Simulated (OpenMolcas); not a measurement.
**RI-MP2/Sadlej_pVTZ (Cholesky decomposition) run of GeH2O (SMILES [OH][GeH])**

What is the energy difference between two shapes of GeH2O at RI-MP2/Sadlej_pVTZ (Cholesky decomposition)? 

The results are computed with OpenMolcas 26.06.

4 further runs of the same task are left out: 1 that didn't finish, 3 set aside as unsound or not needed.

## 1. The molecule

GeH2O: 4 atoms, total charge 0, spin state singlet. SMILES: `[OH][GeH]`. Geometry: a GFN2-xTB relaxation, a rough one for these elements and not checked as a minimum.

Bond lengths: O1–Ge2 1.765 Å, O1–H3 0.956 Å, Ge2–H4 1.650 Å. Angles: O1–Ge2–H4 91.0°, Ge2–O1–H3 121.9°.

## 2. A single-point energy at RI-MP2/Sadlej_pVTZ (Cholesky decomposition)

run.input

```
>>> EXPORT MOLCAS_PRINT=2

&GATEWAY
  XBAS
  O.Sadlej_pVTZ
  Ge.Sadlej_pVTZ
  H.Sadlej_pVTZ
  End of Basis
  ZMAT
  O1
  Ge2 1 1.764598
  H3 1 0.955515 2 121.85303
  H4 2 1.649517 1 91.0116 3 179.5518
  End of ZMAT

&SEWARD
  Low

&SCF
  PrOrbitals = 1 2

&MBPT2
  Frozen = 10
```

The run is started by

```bash
export MOLCAS_MEM=1860
pymolcas run.input > run.log
```

Log:

```text
--- Start Module: gateway ---
[...]
--- Stop Module: gateway /rc=_RC_ALL_IS_WELL_ ---
[...]
      Basis functions          106
[...]
--- Start Module: scf ---
[...]
       Convergence after  12 Iterations
[...]
::    Total SCF energy                              -2151.3676584644
[...]
      Total spin, S                                     0.0000000000
[...]
      Total electronic charge=   42.000000
      Total            charge=   -0.000000
[...]
      Dipole Moment (debye):
      Origin of the operator (angstrom)=   -0.0092    0.0001    1.4330
                   X=  1.4317E+00               Y= -1.6585E-03               Z=  2.3840E-01           Total=  1.4514E+00
      Quadrupole Moment (debye*angstrom):
[...]
--- Stop Module: scf /rc=_RC_ALL_IS_WELL_ ---
[...]
--- Start Module: mbpt2 ---
[...]
WARNING!
Default frozen orbitals as non valence orbitals is overwritten by user input.
Default values:  15
[...]
       Reference weight ( Cref**2 )         =        0.87842
::    Total MBPT2 energy                            -2152.0826703213
[...]
--- Stop Module: mbpt2 /rc=_RC_ALL_IS_WELL_ ---
[...]
```

Wall time 6.6 s (1 thread of Arm Neoverse V1, shared host).

## 3. The distorted shape at the same level

run.inp

```
&GATEWAY
 XBAS
 O.Sadlej_pVTZ
 Ge.Sadlej_pVTZ
 H.Sadlej_pVTZ
 End of Basis
 ZMAT
 O1
 Ge2 1 1.763095
 H3 1 0.952797 2 108.68003
 H4 2 1.502831 1 86.39023 3 -177.45233
 End of ZMAT

&SEWARD
 Low

&SCF
 PrOrbitals=1 2

&MBPT2
 Frozen=10
```

The run is started by

```bash
export MOLCAS_MEM=1860
pymolcas run.inp > run.log
```

Log:

```text
--- Start Module: gateway ---
[...]
--- Stop Module: gateway /rc=_RC_ALL_IS_WELL_ ---
[...]
      Basis functions          106
[...]
--- Start Module: scf ---
[...]
       Convergence after  12 Iterations
[...]
::    Total SCF energy                              -2151.3640957611
[...]
      Total spin, S                                     0.0000000000
[...]
      Total electronic charge=   42.000000
      Total            charge=   -0.000000
[...]
      Dipole Moment (debye):
      Origin of the operator (angstrom)=   -0.0065   -0.0007    1.4326
                   X=  1.1263E+00               Y= -2.0027E-03               Z=  6.6548E-01           Total=  1.3082E+00
      Quadrupole Moment (debye*angstrom):
[...]
--- Stop Module: scf /rc=_RC_ALL_IS_WELL_ ---
[...]
--- Start Module: mbpt2 ---
[...]
WARNING!
Default frozen orbitals as non valence orbitals is overwritten by user input.
Default values:  15
[...]
       Reference weight ( Cref**2 )         =        0.87887
::    Total MBPT2 energy                            -2152.0809659531
[...]
--- Stop Module: mbpt2 /rc=_RC_ALL_IS_WELL_ ---
[...]
```

Run time: 6.6 s. Hardware: 1 thread of Arm Neoverse V1, shared host.

## 4. Results

At RI-MP2/Sadlej_pVTZ (Cholesky decomposition), 10 core orbitals frozen:

| quantity | value |
| --- | --- |
| first shape: total energy | -2152.08267 Eh |
| first shape: dipole moment (mean-field density) | 1.45 D |
| first shape: HOMO energy (Hartree–Fock orbitals) | -9.20 eV |
| first shape: LUMO energy (Hartree–Fock orbitals) | 0.42 eV |
| first shape: HOMO–LUMO gap (Hartree–Fock orbitals) | 9.62 eV |
| first shape: correlation energy (10 core orbitals frozen) | -715.0 mEh |
| distorted shape: total energy | -2152.08097 Eh |
| distorted shape: dipole moment (mean-field density) | 1.31 D |
| distorted shape: HOMO energy (Hartree–Fock orbitals) | -9.39 eV |
| distorted shape: LUMO energy (Hartree–Fock orbitals) | 0.43 eV |
| distorted shape: HOMO–LUMO gap (Hartree–Fock orbitals) | 9.81 eV |
| distorted shape: correlation energy (10 core orbitals frozen) | -716.9 mEh |
| energy change with the atoms displaced | 0.046 eV |

**Reading.** With the atoms displaced the energy rises by 0.05 eV (4.5 kJ/mol). The first shape isn't relaxed at this level, so the change isn't measured from a minimum. Mulliken charges (first shape) of the mean-field density run from -0.25 on O1 to +0.64 on Ge2; they depend strongly on the basis. Mulliken charges (distorted shape) of the mean-field density run from -0.23 on H3 to +0.47 on Ge2.
